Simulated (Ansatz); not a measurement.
# Zn2GeN3: what a guessed cell relaxes into

The task: take a trial cell of Zn2GeN3 to zero force and stress.

Method: DFT PBE, scalar-relativistic, plane waves, PAW, in Ansatz 0.2.0.

**1. The system as given**

It takes space group P-3m1 (No. 164, trigonal). The conventional cell has a = 3.376 Å, b = 3.376 Å, c = 8.376 Å, α = 90.00°, β = 90.00°, γ = 120.00°. Around Zn (site symmetry 3m) lie 6 N at 2.43 to 2.44 Å. Around Ge (site symmetry -3m) lie 6 N at 2.33 Å. N (site symmetry 3m) is surrounded by 3 Ge at 2.33 Å and 3 Zn at 2.44 Å. Around N (site symmetry -3m) lie 6 Zn at 2.43 Å.

As a file:

```cif
data_structure
_symmetry_space_group_name_H-M 'P-3m1'
_symmetry_Int_Tables_number 164
_cell_length_a 3.3757
_cell_length_b 3.3757
_cell_length_c 8.3764
_cell_angle_alpha 90.000
_cell_angle_beta 90.000
_cell_angle_gamma 120.000
_cell_volume 82.66
loop_
_atom_site_label
_atom_site_type_symbol
_atom_site_symmetry_multiplicity
_atom_site_Wyckoff_symbol
_atom_site_fract_x
_atom_site_fract_y
_atom_site_fract_z
_atom_site_occupancy
Zn1 Zn 2 d 0.33333 0.66667 0.82714 1
Ge1 Ge 1 b 0.00000 0.00000 0.50000 1
N1 N 2 d 0.33333 0.66667 0.34809 1
N2 N 1 a 0.00000 0.00000 0.00000 1
```

Recipe of the guess: species swapped into a database cell of Sn2GeTe3 (P-3m1, No. 164), with Zn on the Sn sites and N on the Te sites. Its size is a rough estimate.

**2. Probe: one point on a coarse mesh**

input.yaml reads:

```yaml
crystal:
  lattice:
    - [3.37567425, 0.0, 0.0]
    - [-1.68783713, 2.92341966, 0.0]
    - [0.0, 0.0, 8.37637322]
  atoms:
    - { symbol: Zn, position: [0.33333333, 0.66666667, 0.82713503] }
    - { symbol: Zn, position: [0.66666667, 0.33333333, 0.17286497] }
    - { symbol: Ge, position: [0.0, 0.0, 0.5] }
    - { symbol: "N", position: [0.33333333, 0.66666667, 0.34809199] }
    - { symbol: "N", position: [0.66666667, 0.33333333, 0.65190801] }
    - { symbol: "N", position: [0.0, 0.0, 0.0] }
basis:
  ecutwfc: 420
kpoints:
  mp_grid: { grid: [6, 6, 2] }
hamiltonian:
  xc: pbe
scf:
  occupations: { method: gaussian, width: 0.1 }
  lower_state_search: "off"
output:
  forces: true
  stress: true
  eigenvalues: true
```

Started as:

```bash
ansatz run input.yaml --threads 1 --pin off --max-ram 2560MiB --backend cpu --events-out ev --progress --plain --runs-dir out
```

Further runs follow: rough relaxation on the coarse mesh; full relaxation.

What does the calculation give? Wanted: conventional cell; volume; energy over the elements; gap on the mesh.

As calculated:

| quantity | value |
| --- | --- |
| symmetry at the end (tolerance 0.05 Å) | space group P-3m1 (No. 164) |
| conventional cell | a = 3.002 Å, b = 3.002 Å, c = 7.668 Å, α = 90.00°, β = 90.00°, γ = 120.00° |
| volume | 9.97 Å³/atom |
| energy over the elements (uncorrected; H, N, O, F and Cl as molecules) | +0.42 eV/atom |
| gap on the mesh | none (metal) |

In words: The space group P-3m1 (No. 164) is kept, and the volume per atom shrinks by 27.6 % from the first guess. With a positive formation energy it can't be a ground state. No finished test with a distortion of lower symmetry is shown, so the end may be a saddle point. Spin polarisation is off in the runs that give these values; a magnetic solution could lie lower.
